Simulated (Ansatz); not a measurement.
# ZrB (rocksalt): response to moved atoms and strain

How does ZrB (rocksalt) push back when it is distorted? Each run changes the relaxed cell in one way.

Method: DFT r²SCAN, scalar-relativistic, plane waves, PAW, in Ansatz 0.2.0.

1 further run of the same task is left out (set aside as unsound or not needed).

### Step 1. Starting point

Symmetry: Fm-3m, No. 225, cubic system. Conventional cell: a = 4.911 Å, b = 4.911 Å, c = 4.911 Å, α = 90.00°, β = 90.00°, γ = 90.00°. Around Zr (site symmetry m-3m) lie 6 B at 2.46 Å. B (site symmetry m-3m) has 6 Zr at 2.46 Å as nearest neighbours.

Structure file:

```cif
data_structure
_symmetry_space_group_name_H-M 'P 1'
_symmetry_Int_Tables_number 1
_cell_length_a 3.4729
_cell_length_b 3.4729
_cell_length_c 3.4729
_cell_angle_alpha 60.000
_cell_angle_beta 60.000
_cell_angle_gamma 60.000
_cell_volume 29.62
loop_
_atom_site_label
_atom_site_type_symbol
_atom_site_fract_x
_atom_site_fract_y
_atom_site_fract_z
_atom_site_occupancy
Zr1 Zr 0.50000 0.50000 0.50000 1
B1 B 0.00000 0.00000 0.00000 1
```

This cell comes from an earlier session at r²SCAN: 14.809 Å³/atom at 0.00 GPa, on a 12×12×12 mesh.

The changes: atom 2 (B) moved 0.08 Å along z; strain e3 = -0.01, atoms carried along; all atoms moved at random (σ = 0.15 Å), cell strained at random (1 %).

### Step 2. Atom 2 (B) moved 0.08 Å along z

input.yaml

```yaml
crystal:
  lattice:
    - [0.0, 2.4556827944, 2.4556827944]
    - [2.4556827944, 0.0, 2.4556827944]
    - [2.4556827944, 2.4556827944, 0.0]
  atoms:
    - { symbol: Zr, position: [0.5, 0.5, 0.5] }
    - { symbol: B, position: [0.0162887487, 0.0162887487, -0.0162887487] }
basis:
  ecutwfc: 500
  ecutrho_ratio: 4
kpoints:
  mp_grid: { grid: [12, 12, 12] }
hamiltonian:
  xc: r2scan
scf:
  occupations: { method: gaussian, width: 0.05 }
output:
  forces: true
  stress: true
  eigenvalues: true
  write_density: true
  write_potential: true
  elf: true
  volumetric_format: npy
```

On the command line:

```
ansatz run input.yaml --threads 2 --pin off --max-ram 2662MiB --backend cpu --events-out ev --progress --plain --runs-dir out
```

The program printed, shortened:

```text
Warning: RAYON_NUM_THREADS=2 ignored (pool sized by the plan → 2); use --threads N
[...]
Pseudopotentials: kind: paw
Pseudopotential: Zr, paw, valence charge 12, recommended cutoff 500 eV (meta_gga), Zr.paw.azcp
Pseudopotential: B, paw, valence charge 3, recommended cutoff 500 eV (meta_gga), B.paw.azcp
Functional definition: r2SCAN
[...]
Crystal: 2 atoms, lattice volume = 29.617 Å³
Basis set: ecut = 500 eV, 749 PW (Γ), exchange–correlation on 108×108×108 points (64 copies of the dense FFT grid, shifted against one another)
Bands: 12, of which v1, the nominal top of the filled ones, is band 8 counted from 1 (7 counted from 0)
Symmetry: 8 space group operations
Space group: I4mm (ITA 107), of the structure as read, at distance tolerance 3.1e-5 Å
k-points: 163 of 1728 (time reversal used)
[...]
SCF iter   1: F=—  HF=-4352.416708 eV  |F-HF|=—  |Δ(HF+E_count)|=         —  Δρ=7.77e-3  dr2=2.15e-2  dr2_τ=7.84e-2  ethr=1.77e-3  ⟨swp⟩=5.6  Hψ=9951  notcnv=0
[...]
SCF iter   6: F=-4352.447753 eV  HF=-4352.447753 eV  |F-HF|=1.88e-8  |Δ(HF+E_count)|=   9.26e-7  Δρ=1.76e-5  dr2=7.30e-8  dr2_τ=4.10e-9  ethr=6.67e-10  ⟨swp⟩=10.8  Hψ=14174  notcnv=0
[...]
SCF converged after 6 iterations
Free energy (F): -4352.447753 eV
[...]
E sigma→0 (E₀):  -4352.447310 eV
Entropy (-TS):   -0.000887 eV (-0.444 meV/atom)
Fermi energy:    12.098275 eV
[...]
--- Forces (eV/Å), atoms counted from 1 ---
  atom   1  Zr     0.00000000     0.00000000     0.53253947
  atom   2  B     -0.00000000     0.00000000    -0.53244394
[...]
--- Stress (GPa, compression-positive) ---
       -0.106494       0.000000       0.000000
        0.000000      -0.106494       0.000000
        0.000000      -0.000000       1.133543
  P = ⅓ Tr σ = 0.3069 GPa (3.069 kbar)
--- Band table (eV; the first three rows and the last of 163) ---
  k-point 0: bands = ["-37.0549", "-14.1821", "-14.1742", "-14.1742", "3.5033", "13.9966", "13.9966", "14.1051", "14.9432", "15.3833", "15.8132", "15.8132"]
[...]
```

Wall time 9.4 s (2 threads of Arm Neoverse V2, shared host); peak memory 0.46 GiB.

In short: volume 14.809 Å³/atom, pressure 0.31 GPa, metallic.

Forces on the atoms, as numbers:

```
atom  x (eV/Å)  y (eV/Å)  z (eV/Å)
 Zr1     0.000     0.000     0.533
  B2     0.000     0.000    -0.532
```

The maps below are laid out on this run's own conventional cell (a, b, c = 3.473, 3.473, 4.911 Å).

Density in a lattice plane of the grid's cell (edges 3.47 and 4.91 Å, at 0.000 of the third edge), which holds Zr and B.

Values in e/Å³, 12 rows by 8 columns:
```
0.57 0.65 0.40 0.20 0.15 0.20 0.40 0.65
0.58 0.47 0.28 0.16 0.13 0.16 0.28 0.47
0.44 0.33 0.19 0.13 0.12 0.13 0.19 0.33
1.55 0.89 0.25 0.13 0.12 0.13 0.25 0.89
4.00 3.03 0.71 0.17 0.14 0.17 0.71 3.03
2.59 3.91 1.16 0.20 0.15 0.20 1.16 3.91
4.01 3.02 0.71 0.17 0.15 0.17 0.71 3.03
1.55 0.88 0.24 0.13 0.13 0.13 0.25 0.88
0.36 0.27 0.17 0.13 0.12 0.13 0.17 0.27
0.43 0.35 0.22 0.15 0.12 0.15 0.22 0.35
0.63 0.58 0.34 0.19 0.14 0.19 0.34 0.58
0.27 0.63 0.44 0.22 0.15 0.22 0.44 0.63
```
Columns run along the first of these edges and rows up along the second, over one cell in 8 and 12 even steps from the bottom left corner. Atoms in the plane (fractional): Zr at (0.00, 0.50), B at (0.00, 0.98).

ELF in the same plane.

Ten even steps from ' ' (0.00) to '@' (0.80):
```
  ..++%%@@%%**==--==**%%@@%%++..
--++##@@@@%%**==--==**%%@@@@##++
%%%%@@@@@@##**======**##@@@@@@%%
##########**++======++**########
======------==========--------==
++==--......::--==--::......--==
@@@@##==......------......==##@@
@@@@@@##--....::--::....--##@@@@
--**@@@@**::..::--::..::**@@@@**
  ::%%@@**::..::--::..::**@@%%::
--**@@@@++::..::--::..::++@@@@**
@@@@@@##--....::--::....--##@@@@
@@@@##==......--==--......==##@@
++==--......::======::......--==
----::::::----======----::::::--
********++++==========++++******
@@@@@@%%%%**++==--==++**%%%%@@@@
**##%%@@@@##++==--==++##@@@@%%##
..--**%%@@%%**------**%%@@%%**--
    ==%%@@%%**==--==**%%@@%%==  
```
Columns run along the first of these edges and rows up along the second, over one cell in 16 and 20 even steps from the bottom left corner. Atoms in the plane (fractional): Zr at (0.00, 0.50), B at (0.00, 0.98).

Both are smooth fields of the valence electrons: close to the nuclei they are not physical.

The highest ELF values outside the cores: 0.78 beside B, off the lines to its neighbours, 0.9 Å from B.

### Step 3. Strain e3 = -0.01, atoms carried along

input.yaml

```yaml
crystal:
  lattice:
    - [0.0, 2.4556827944, 2.4311259665]
    - [2.4556827944, 0.0, 2.4311259665]
    - [2.4556827944, 2.4556827944, 0.0]
  atoms:
    - { symbol: Zr, position: [0.5, 0.5, 0.5] }
    - { symbol: B, position: [0.0, 0.0, 0.0] }
basis:
  ecutwfc: 500
  ecutrho_ratio: 4
kpoints:
  mp_grid: { grid: [12, 12, 12] }
hamiltonian:
  xc: r2scan
scf:
  occupations: { method: gaussian, width: 0.05 }
output:
  forces: true
  stress: true
  eigenvalues: true
```

On the command line:

```
ansatz run input.yaml --threads 2 --pin off --max-ram 2662MiB --backend cpu --events-out ev --progress --plain --runs-dir out
```

The program printed, shortened:

```text
Warning: RAYON_NUM_THREADS=2 ignored (pool sized by the plan → 2); use --threads N
[...]
[... 4 set-up lines as earlier in the session ...]
[...]
Crystal: 2 atoms, lattice volume = 29.321 Å³
Basis set: ecut = 500 eV, 733 PW (Γ), exchange–correlation on 108×108×108 points (64 copies of the dense FFT grid, shifted against one another)
Bands: 12, of which v1, the nominal top of the filled ones, is band 8 counted from 1 (7 counted from 0)
Symmetry: 16 space group operations
Space group: I4/mmm (ITA 139), of the structure as read, at distance tolerance 3.1e-5 Å
k-points: 163 of 1728
[...]
SCF iter   1: F=—  HF=-4352.432405 eV  |F-HF|=—  |Δ(HF+E_count)|=         —  Δρ=7.66e-3  dr2=2.04e-2  dr2_τ=7.93e-2  ethr=1.77e-3  ⟨swp⟩=5.5  Hψ=9938  notcnv=0
[...]
SCF iter   6: F=-4352.464491 eV  HF=-4352.464491 eV  |F-HF|=2.46e-8  |Δ(HF+E_count)|=   9.02e-7  Δρ=1.64e-5  dr2=6.30e-8  dr2_τ=3.05e-9  ethr=6.67e-10  ⟨swp⟩=7.1  Hψ=9711  notcnv=0
[...]
SCF converged after 6 iterations
Free energy (F): -4352.464491 eV
[...]
E sigma→0 (E₀):  -4352.464093 eV
Entropy (-TS):   -0.000796 eV (-0.398 meV/atom)
Fermi energy:    12.235807 eV
[...]
--- Forces (eV/Å), atoms counted from 1 ---
  atom   1  Zr     0.00000000     0.00000000     0.00000000
  atom   2  B     -0.00000000     0.00000000     0.00000000
[...]
--- Stress (GPa, compression-positive) ---
        0.627834       0.000000       0.000000
        0.000000       0.627834       0.000000
        0.000000       0.000000       3.860737
  P = ⅓ Tr σ = 1.7055 GPa (17.055 kbar)
--- Band table (eV; the first three rows and the last of 163) ---
  k-point 0: bands = ["-36.8671", "-13.9845", "-13.9845", "-13.9845", "3.6146", "14.2178", "14.2178", "14.3234", "15.5099", "15.5964", "15.8415", "15.8415"]
[...]
```

It took 3.9 s on 2 threads of Arm Neoverse V2, shared host; peak memory 0.43 GiB.

In short: volume 14.661 Å³/atom, pressure 1.71 GPa, a metal on this mesh.

### Step 4. All atoms moved at random (σ = 0.15 Å), cell strained at random (1 %)

input.yaml

```yaml
crystal:
  lattice:
    - [0.00235691, 2.4521201991, 2.4915877056]
    - [2.4574163979, 0.0050932331, 2.4888513825]
    - [2.4647620448, 2.4567295228, -0.0022524138]
  atoms:
    - { symbol: Zr, position: [0.4239591159, 0.4896985188, 0.5293003416] }
    - { symbol: B, position: [0.0760408841, 0.0103014812, -0.0293003416] }
basis:
  ecutwfc: 500
  ecutrho_ratio: 4
kpoints:
  mp_grid: { grid: [12, 12, 12] }
hamiltonian:
  xc: r2scan
scf:
  occupations: { method: gaussian, width: 0.05 }
output:
  forces: true
  stress: true
  eigenvalues: true
```

On the command line:

```
ansatz run input.yaml --threads 2 --pin off --max-ram 2662MiB --backend cpu --events-out ev --progress --plain --runs-dir out
```

The program printed, shortened:

```text
Warning: RAYON_NUM_THREADS=2 ignored (pool sized by the plan → 2); use --threads N
[...]
[... 4 set-up lines as earlier in the session ...]
[...]
Crystal: 2 atoms, lattice volume = 30.052 Å³
Basis set: ecut = 500 eV, 747 PW (Γ), exchange–correlation on 108×108×108 points (64 copies of the dense FFT grid, shifted against one another)
Bands: 12, of which v1, the nominal top of the filled ones, is band 8 counted from 1 (7 counted from 0)
Symmetry: 1 space group operations
Space group: P1 (ITA 1), of the structure as read, at distance tolerance 3.1e-5 Å
k-points: 868 of 1728 (time reversal used)
[...]
SCF iter   1: F=—  HF=-4351.555903 eV  |F-HF|=—  |Δ(HF+E_count)|=         —  Δρ=7.31e-3  dr2=1.47e-2  dr2_τ=9.37e-2  ethr=1.77e-3  ⟨swp⟩=5.4  Hψ=53548  notcnv=0
[...]
SCF iter   7: F=-4351.594140 eV  HF=-4351.594140 eV  |F-HF|=2.94e-9  |Δ(HF+E_count)|=   5.85e-8  Δρ=1.02e-5  dr2=3.02e-8  dr2_τ=1.33e-9  ethr=6.67e-10  ⟨swp⟩=6.7  Hψ=49469  notcnv=0
[...]
SCF converged after 7 iterations
Free energy (F): -4351.594140 eV
[...]
E sigma→0 (E₀):  -4351.593196 eV
Entropy (-TS):   -0.001888 eV (-0.944 meV/atom)
Fermi energy:    12.032186 eV
[...]
--- Forces (eV/Å), atoms counted from 1 ---
  atom   1  Zr    -0.41855647     1.29708844     3.65022960
  atom   2  B      0.41858205    -1.29711800    -3.65018032
[...]
--- Stress (GPa, compression-positive) ---
       -2.031117       1.280536       2.980100
        1.280537       5.536230      -7.653457
        2.980099      -7.653459      20.426583
  P = ⅓ Tr σ = 7.9772 GPa (79.772 kbar)
--- Band table (eV; the first three rows and the last of 868) ---
  k-point 0: bands = ["-37.2830", "-14.5451", "-14.4319", "-14.4100", "3.4855", "12.0643", "12.3490", "12.5898", "13.8373", "15.0550", "17.6683", "18.2020"]
[...]
```

It took 34 s on 2 threads of Arm Neoverse V2, shared host; peak memory 0.83 GiB.

This gives: volume 15.026 Å³/atom, pressure 7.98 GPa, no gap.

Forces on the atoms, as numbers:

```
atom  x (eV/Å)  y (eV/Å)  z (eV/Å)
 Zr1    -0.419     1.297     3.650
  B2     0.419    -1.297    -3.650
```

### Step 5. The distortions side by side

| change | change of free energy (meV/atom) | largest force (eV/Å) | largest change of stress (GPa) |
| --- | --- | --- | --- |
| atom 2 (B) moved 0.08 Å along z | 10.12 | 0.533 | 1.13 |
| strain e3 = -0.01, atoms carried along | 1.75 | 0.000 | 3.86 |
| all atoms moved at random (σ = 0.15 Å), cell strained at random (1 %) | 436.93 | 3.896 | 20.43 |

Moving atom 2 by 0.08 Å meets a restoring force of 0.532 eV/Å along the move, a force constant of about 6.7 eV/Å². The strain e3 = -0.01 changes that stress component by +3.86 GPa (compression positive), a ratio of 386 GPa; that is a secant over a finite strain with the atoms carried along, not the elastic constant. No change lowers the energy by more than 0.5 meV/atom; other distortions weren't tried.
